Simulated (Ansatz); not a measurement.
Born–Oppenheimer molecular dynamics of a periodic cell of 16 atoms, C (start crystal C, start structure diamond, volume 1 times the crystal's). It starts from a structure without forces on its atoms.

Computed with DFT PBE, scalar-relativistic, plane waves, PAW (Ansatz 0.2.0). Settings: accuracy low, cutoff 420 eV, k mesh 3x3x3, fermi-dirac smearing 0.17 eV, no spin polarisation.

```json
{
 "ensemble": "NVT, Langevin thermostat",
 "time step": "1 fs",
 "steps asked": "120",
 "set temperature": "2000 K",
 "friction": "0.02 /fs",
 "seed": "752232"
}
```

Frames 5 fs apart, positions in Å, forces in eV/Å.

Velocities at 0.0 fs (Å/ps):

```
C 6.25 -9.52 1.12
C -7.27 -5.05 -12.49
C 24.24 -2.12 6.65
C 1.95 10.60 -7.12
C 10.25 -11.72 11.59
C -5.12 -4.27 7.43
C 7.52 17.21 -12.85
C -4.99 13.67 3.37
C 2.93 15.73 18.69
C -18.19 -10.94 2.64
C 11.96 1.69 -17.41
C 1.91 -13.69 3.18
C -27.10 13.71 -20.04
C 5.23 -3.55 9.21
C -16.09 -17.89 4.77
C 6.52 6.13 1.28
```

```xyz
16
Lattice="0.0000 3.5700 3.5700 3.5700 0.0000 3.5700 3.5700 3.5700 0.0000" Properties=species:S:1:pos:R:3:forces:R:3 time_fs=0.0 energy_less_start_eV=0.000 T=1875
C 0.000 0.000 0.000 0.00 0.00 0.00
C 0.892 0.892 0.892 0.00 0.00 0.00
C 1.785 1.785 0.000 0.00 0.00 0.00
C 2.678 2.678 0.892 0.00 0.00 0.00
C 1.785 0.000 1.785 0.00 0.00 0.00
C 2.678 0.892 2.678 0.00 0.00 0.00
C 3.570 1.785 1.785 0.00 0.00 0.00
C 4.463 2.678 2.678 0.00 0.00 0.00
C 0.000 1.785 1.785 0.00 0.00 0.00
C 0.892 2.678 2.678 0.00 0.00 0.00
C 1.785 3.570 1.785 0.00 0.00 0.00
C 2.678 4.463 2.678 0.00 0.00 0.00
C 1.785 1.785 3.570 0.00 0.00 0.00
C 2.678 2.678 4.463 0.00 0.00 0.00
C 3.570 3.570 3.570 0.00 0.00 0.00
C 4.463 4.463 4.463 0.00 0.00 0.00
16
Lattice="0.0000 3.5700 3.5700 3.5700 0.0000 3.5700 3.5700 3.5700 0.0000" Properties=species:S:1:pos:R:3:forces:R:3 time_fs=5.0 energy_less_start_eV=2.400 T=661
C 0.030 -0.023 0.027 -2.28 2.06 -2.04
C 0.879 0.863 0.854 2.81 1.09 2.83
C 1.879 1.768 0.025 -4.37 -0.22 -0.89
C 2.669 2.721 0.880 1.50 -1.51 -0.01
C 1.816 -0.049 1.844 -1.14 2.46 -1.77
C 2.648 0.890 2.701 0.90 1.29 -1.34
C 3.595 1.862 1.724 -1.04 -2.69 3.17
C 4.433 2.726 2.695 2.17 -3.36 -0.63
C 0.004 1.815 1.855 -1.89 -4.68 -4.68
C 0.794 2.623 2.654 4.20 5.01 0.96
C 1.823 3.608 1.706 -2.11 -0.16 2.79
C 2.704 4.424 2.702 -0.83 0.58 -0.48
C 1.680 1.848 3.489 4.10 -3.96 3.39
C 2.701 2.651 4.498 -2.75 -0.02 -0.45
C 3.533 3.481 3.588 1.51 3.39 0.51
C 4.463 4.474 4.462 -0.80 0.70 -1.35
16
Lattice="0.0000 3.5700 3.5700 3.5700 0.0000 3.5700 3.5700 3.5700 0.0000" Properties=species:S:1:pos:R:3:forces:R:3 time_fs=10.0 energy_less_start_eV=2.431 T=886
C 0.010 0.014 0.040 -1.96 0.73 -2.92
C 0.921 0.855 0.852 1.33 0.81 2.59
C 1.889 1.747 0.014 -4.05 1.01 -0.41
C 2.651 2.744 0.878 1.81 -1.94 0.16
C 1.841 -0.051 1.838 -2.10 2.25 -0.97
C 2.619 0.906 2.704 1.72 1.60 -1.01
C 3.585 1.847 1.722 -1.50 -1.45 3.07
C 4.453 2.706 2.687 1.43 -3.28 -0.39
C -0.006 1.746 1.828 -0.62 -1.81 -2.87
C 0.757 2.641 2.627 3.99 4.20 1.17
C 1.796 3.641 1.691 -1.74 -1.26 3.22
C 2.707 4.419 2.712 -0.80 -0.69 -1.04
C 1.646 1.880 3.492 3.93 -4.11 2.61
C 2.690 2.643 4.526 -2.09 -0.71 -1.77
C 3.542 3.436 3.606 1.20 4.40 -0.36
C 4.438 4.490 4.447 -0.56 0.25 -1.09
16
Lattice="0.0000 3.5700 3.5700 3.5700 0.0000 3.5700 3.5700 3.5700 0.0000" Properties=species:S:1:pos:R:3:forces:R:3 time_fs=15.0 energy_less_start_eV=1.298 T=1358
C -0.046 0.051 0.019 1.55 -0.64 -2.08
C 0.991 0.854 0.870 -3.01 0.13 0.65
C 1.844 1.752 -0.007 -0.52 0.56 0.03
C 2.682 2.726 0.870 -1.06 -0.48 0.99
C 1.837 -0.023 1.800 -1.76 -0.16 0.46
C 2.613 0.944 2.684 1.05 -0.29 0.25
C 3.532 1.804 1.771 0.22 0.51 0.77
C 4.497 2.622 2.677 -0.76 0.88 0.59
C -0.013 1.634 1.743 0.57 3.98 1.75
C 0.808 2.721 2.630 0.70 -0.84 -0.02
C 1.760 3.642 1.752 -0.65 -2.32 1.02
C 2.699 4.379 2.726 0.17 0.54 -1.85
C 1.667 1.841 3.535 1.55 -0.36 0.53
C 2.631 2.624 4.515 1.81 -0.87 -2.10
C 3.586 3.476 3.623 -0.71 1.15 -0.95
C 4.399 4.518 4.450 0.84 -1.76 -0.05
16
Lattice="0.0000 3.5700 3.5700 3.5700 0.0000 3.5700 3.5700 3.5700 0.0000" Properties=species:S:1:pos:R:3:forces:R:3 time_fs=20.0 energy_less_start_eV=3.335 T=771
C -0.089 0.047 -0.044 2.72 -1.23 1.10
C 1.036 0.850 0.880 -6.90 0.12 -0.87
C 1.772 1.738 -0.030 2.98 -0.15 0.85
C 2.657 2.666 0.891 -1.77 2.05 -0.51
C 1.794 -0.023 1.749 1.06 -1.88 1.95
C 2.666 0.995 2.654 -3.65 -4.53 2.07
C 3.475 1.798 1.821 3.15 1.68 -2.73
C 4.489 2.555 2.662 -1.28 5.02 0.80
C -0.039 1.592 1.668 0.54 4.71 3.60
C 0.839 2.795 2.662 -1.81 -5.14 -0.04
C 1.730 3.599 1.850 0.31 -1.09 -3.14
C 2.672 4.329 2.716 1.67 3.24 -1.52
C 1.672 1.782 3.542 1.15 2.83 0.01
C 2.612 2.601 4.468 2.69 0.01 -0.79
C 3.624 3.564 3.631 -2.85 -3.18 -1.68
C 4.370 4.535 4.463 1.98 -2.45 0.88
16
Lattice="0.0000 3.5700 3.5700 3.5700 0.0000 3.5700 3.5700 3.5700 0.0000" Properties=species:S:1:pos:R:3:forces:R:3 time_fs=25.0 energy_less_start_eV=2.530 T=1156
C -0.090 0.002 -0.073 0.50 0.29 3.91
C 0.937 0.848 0.903 -3.47 -1.01 -1.44
C 1.728 1.689 -0.025 2.36 1.22 0.58
C 2.600 2.628 0.898 -0.51 1.75 -0.62
C 1.791 -0.062 1.747 0.04 0.09 0.98
C 2.667 0.976 2.665 -3.55 -4.50 0.79
C 3.489 1.819 1.837 1.15 -0.11 -3.09
C 4.460 2.584 2.651 0.34 3.71 1.72
C -0.061 1.674 1.673 0.49 1.69 3.80
C 0.817 2.755 2.721 -0.99 -5.31 -2.20
C 1.708 3.518 1.878 1.01 1.15 -3.69
C 2.656 4.348 2.685 0.76 2.32 -0.44
C 1.640 1.725 3.535 2.56 3.16 1.33
C 2.637 2.595 4.438 0.49 0.94 -0.54
C 3.619 3.590 3.612 -3.30 -3.67 -1.73
C 4.358 4.497 4.493 2.13 -1.71 0.65
16
Lattice="0.0000 3.5700 3.5700 3.5700 0.0000 3.5700 3.5700 3.5700 0.0000" Properties=species:S:1:pos:R:3:forces:R:3 time_fs=30.0 energy_less_start_eV=1.452 T=1793
C -0.077 -0.048 -0.023 -1.62 1.55 2.65
C 0.783 0.830 0.932 2.28 -0.18 -1.54
C 1.747 1.664 0.015 -1.30 2.19 -0.27
C 2.543 2.653 0.890 2.41 -1.96 0.04
C 1.764 -0.110 1.776 -0.38 3.19 -0.81
C 2.615 0.891 2.679 0.03 -1.79 -0.81
C 3.530 1.807 1.824 -1.47 -0.80 -0.91
C 4.441 2.691 2.666 0.22 -2.74 1.37
C -0.092 1.810 1.762 1.36 -3.66 0.97
C 0.782 2.636 2.748 1.14 -0.69 -2.60
C 1.705 3.435 1.832 -0.25 4.27 -0.58
C 2.648 4.428 2.642 -1.15 -1.24 1.65
C 1.686 1.715 3.553 0.91 0.21 1.70
C 2.667 2.587 4.393 -2.16 2.46 0.88
C 3.569 3.540 3.569 -1.22 0.74 -0.24
C 4.373 4.451 4.538 1.19 -1.56 -1.49
16
Lattice="0.0000 3.5700 3.5700 3.5700 0.0000 3.5700 3.5700 3.5700 0.0000" Properties=species:S:1:pos:R:3:forces:R:3 time_fs=35.0 energy_less_start_eV=3.460 T=1103
C -0.117 -0.054 0.059 -0.11 -1.92 -2.07
C 0.702 0.783 0.909 4.85 2.94 0.67
C 1.752 1.652 0.032 -2.59 2.11 -0.47
C 2.548 2.629 0.902 2.90 -3.38 -0.16
C 1.725 -0.109 1.813 -0.31 3.15 -3.51
C 2.592 0.774 2.653 1.59 2.27 1.32
C 3.539 1.766 1.829 -1.05 -1.15 -0.77
C 4.409 2.767 2.684 0.48 -8.20 0.02
C -0.106 1.898 1.829 0.19 -7.49 -2.85
C 0.791 2.501 2.736 2.78 5.36 0.74
C 1.740 3.402 1.779 -2.33 4.42 2.72
C 2.648 4.482 2.632 -2.01 -3.09 1.90
C 1.748 1.661 3.591 -1.22 -0.31 -0.11
C 2.652 2.616 4.381 -2.08 0.99 1.92
C 3.529 3.484 3.520 -0.90 4.84 2.35
C 4.419 4.389 4.546 -0.20 -0.53 -1.69
16
Lattice="0.0000 3.5700 3.5700 3.5700 0.0000 3.5700 3.5700 3.5700 0.0000" Properties=species:S:1:pos:R:3:forces:R:3 time_fs=40.0 energy_less_start_eV=2.411 T=1453
C -0.141 -0.083 0.108 2.50 -2.74 -3.72
C 0.731 0.805 0.891 2.40 2.00 1.65
C 1.722 1.665 0.029 -1.93 1.47 -1.05
C 2.583 2.549 0.894 1.23 -0.74 2.00
C 1.698 -0.071 1.779 -1.08 -0.09 -1.32
C 2.621 0.696 2.650 0.81 3.25 1.96
C 3.540 1.666 1.837 -0.32 0.27 -1.07
C 4.379 2.687 2.706 1.12 -4.79 -1.35
C -0.091 1.854 1.829 -0.06 -4.29 -2.05
C 0.849 2.470 2.748 0.79 4.30 0.02
C 1.758 3.435 1.767 -0.85 0.05 3.37
C 2.616 4.469 2.651 -0.21 -2.41 0.54
C 1.795 1.575 3.612 -1.83 3.03 -1.23
C 2.600 2.685 4.393 0.26 -2.73 2.17
C 3.521 3.505 3.536 -0.76 2.54 1.32
C 4.475 4.323 4.526 -2.06 0.91 -1.23
16
Lattice="0.0000 3.5700 3.5700 3.5700 0.0000 3.5700 3.5700 3.5700 0.0000" Properties=species:S:1:pos:R:3:forces:R:3 time_fs=45.0 energy_less_start_eV=2.084 T=1398
C -0.113 -0.138 0.083 3.20 -1.81 -1.64
C 0.782 0.869 0.906 -1.28 -1.75 0.38
C 1.668 1.700 0.031 0.89 -0.48 -1.36
C 2.622 2.459 0.898 0.59 2.41 2.35
C 1.651 -0.035 1.729 1.24 -2.88 2.58
C 2.663 0.649 2.695 -1.93 3.22 -0.69
C 3.561 1.572 1.817 -1.00 1.28 0.28
C 4.360 2.540 2.726 -0.04 2.60 -2.12
C -0.099 1.749 1.776 0.13 1.03 0.81
C 0.896 2.524 2.748 -1.96 0.43 -1.02
C 1.778 3.449 1.831 -0.91 -2.68 0.01
C 2.573 4.408 2.653 1.98 0.52 1.07
C 1.781 1.567 3.587 -0.41 3.35 -0.13
C 2.552 2.693 4.428 1.99 -2.75 0.41
C 3.527 3.602 3.571 -1.63 -4.78 -0.41
C 4.479 4.276 4.505 -0.88 2.28 -0.48
16
Lattice="0.0000 3.5700 3.5700 3.5700 0.0000 3.5700 3.5700 3.5700 0.0000" Properties=species:S:1:pos:R:3:forces:R:3 time_fs=50.0 energy_less_start_eV=3.430 T=995
C -0.053 -0.214 0.067 0.43 1.44 -0.93
C 0.805 0.929 0.925 -1.24 -5.79 -0.95
C 1.639 1.723 0.017 2.76 -1.71 -0.03
C 2.662 2.404 0.929 -0.70 3.84 0.95
C 1.639 -0.044 1.712 2.10 -2.95 3.98
C 2.684 0.647 2.715 -3.24 1.82 -0.64
C 3.558 1.530 1.814 -1.13 0.34 0.14
C 4.325 2.444 2.705 0.51 6.65 -1.97
C -0.133 1.689 1.732 0.17 2.50 3.09
C 0.874 2.557 2.703 -1.76 -2.17 0.96
C 1.776 3.383 1.895 -0.57 0.00 -3.87
C 2.560 4.368 2.694 1.20 1.22 -0.43
C 1.736 1.625 3.566 1.22 0.11 0.60
C 2.563 2.624 4.484 -0.15 0.01 -2.06
C 3.498 3.640 3.580 -1.55 -8.38 -0.76
C 4.437 4.248 4.454 1.95 3.07 1.93
16
Lattice="0.0000 3.5700 3.5700 3.5700 0.0000 3.5700 3.5700 3.5700 0.0000" Properties=species:S:1:pos:R:3:forces:R:3 time_fs=55.0 energy_less_start_eV=2.531 T=1690
C 0.015 -0.268 0.044 -3.74 5.23 1.20
C 0.769 0.883 0.927 1.49 -4.97 -1.06
C 1.653 1.708 0.015 0.83 -1.09 0.70
C 2.673 2.450 1.000 -1.34 1.07 -2.84
C 1.673 -0.090 1.784 -0.01 -1.31 1.14
C 2.659 0.705 2.695 -2.33 -1.02 1.15
C 3.515 1.514 1.808 1.19 1.08 -0.69
C 4.318 2.476 2.631 1.50 3.73 1.88
C -0.142 1.678 1.770 0.44 -0.56 2.34
C 0.794 2.541 2.673 1.97 -2.25 0.47
C 1.787 3.322 1.877 -1.81 3.32 -2.73
C 2.550 4.338 2.757 -0.09 0.54 -2.13
C 1.715 1.682 3.540 0.65 -3.37 1.78
C 2.569 2.530 4.522 -1.52 2.82 -3.07
C 3.419 3.510 3.576 2.71 -4.35 1.00
C 4.430 4.246 4.434 0.07 1.13 0.86
```

Of the whole run (120 fs, mean temperature of the second half 1536 K): The mean temperature of the second half is 23 % below the set value. A run of 0.12 ps of so small a system gives no equilibrium averages. Limits of this set-up: low accuracy level.

Time of the run: 7.8 min on 1 CPU thread of a shared host.
